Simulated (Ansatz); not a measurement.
# SiTa: the cost of one run

The runs use Ansatz 0.2.0, Gaussian basis; def2-QZVPP, core rule «outside noble gas», up to 9 orbitals frozen.

The runs, in order: UHF; ROHF; CCSD(T) on UHF.

### 1 The system

The geometry is a PBE0/def2-TZVP stationary point (not a proven minimum) of the parent state, kept for this charge and spin. No spin-orbit coupling is included. Elements past krypton take def2 core potentials.

2 atoms, charge 1, spin multiplicity 5.

Atoms are counted from 1 here; the program's logs count them from 0.

Bond lengths: Ta1–Si2 2.443 Å.

### 2 UHF

File in.yaml:

```yaml
crystal:
  periodic: [false, false, false]
  atoms:
    - {symbol: Ta, position_ang: [0.000000, 0.000000, 0.000000]}
    - {symbol: Si, position_ang: [0.000000, 0.000000, 2.442600]}
basis:
  gaussian: {orbitals: "def2-QZVPP.json"}
total_charge: 1
magnetization: {spin_polarized: true, initial_magnetization: 4}
hamiltonian: {xc: hf}
output: {orbitals: {seedname: orbitals}}
```

On the command line:

```bash
ansatz run in.yaml --threads 1 --pin off --events-out ev --progress --plain --max-ram 4096MiB --backend cpu
```

Q: Estimate wall time and peak memory on 1 thread of AMD EPYC 7R13, shared host.

About 68 s, with a peak of 0.41 GiB.
